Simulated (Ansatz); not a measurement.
# GaSb5: the cost of one run

Program: Ansatz 0.2.0. Level of theory: DFT PBE, scalar-relativistic, plane waves, PAW. These are calculated values, not measurements.

**1. Starting point**

The structure is hexagonal, space group P-6m2 (No. 187). The conventional cell has a = 3.645 Å, b = 3.645 Å, c = 18.419 Å, α = 90.00°, β = 90.00°, γ = 120.00°. Ga (site symmetry -6m2) has 6 Ga at 3.64 Å and 6 Sb at 3.70 Å in its first shell of neighbours. Around Sb (site symmetry 3m) lie 9 Sb at 3.64 to 3.74 Å and 3 Ga at 3.70 Å. Around Sb (site symmetry 3m) lie 12 Sb at 3.64 to 3.74 Å. Sb (site symmetry -6m2) has 12 Sb at 3.64 to 3.73 Å in its first shell of neighbours.

As a file:

```xyz
6
Lattice="3.6450 0.0000 0.0000 -1.8225 3.1566 0.0000 0.0000 0.0000 18.4191" Properties=species:S:1:pos:R:3 pbc="T T T"
Ga    0.0000    0.0000    0.0000
Sb    1.8225    1.0522   15.3791
Sb    0.0000    0.0000   12.2915
Sb    1.8225    1.0522    9.2096
Sb    0.0000    0.0000    6.1277
Sb    1.8225    1.0522    3.0400
```

A structure generator made this guess: species swapped into a database cell of Mg5Cd (P-6m2, No. 187), with Sb on the Mg sites and Ga on the Cd sites. The dimensions are guesses.

**2. The guess as it stands, on a coarse mesh**

input.yaml reads:

```yaml
crystal:
  lattice:
    - [3.64497675, 0.0, 0.0]
    - [-1.82248837, 3.15664246, 0.0]
    - [0.0, 0.0, 18.41912688]
  atoms:
    - { symbol: Ga, position: [0.0, 0.0, 0.0] }
    - { symbol: Sb, position: [0.66666667, 0.33333333, 0.834952] }
    - { symbol: Sb, position: [0.0, 0.0, 0.66732103] }
    - { symbol: Sb, position: [0.66666667, 0.33333333, 0.5] }
    - { symbol: Sb, position: [0.0, 0.0, 0.33267897] }
    - { symbol: Sb, position: [0.66666667, 0.33333333, 0.165048] }
basis:
  ecutwfc: 420
kpoints:
  mp_grid: { grid: [6, 6, 1] }
hamiltonian:
  xc: pbe
scf:
  occupations: { method: gaussian, width: 0.1 }
  lower_state_search: "off"
output:
  forces: true
  stress: true
  eigenvalues: true
```

Started as:

```
> ansatz run input.yaml --threads 1 --pin off --max-ram 2560MiB --backend cpu --events-out ev --progress --plain --runs-dir out
```

Q: Estimate wall time and peak memory on 1 thread of Intel Xeon 6975P-C (Granite Rapids), shared host.

About 3.5 s, with a peak of 0.45 GiB.
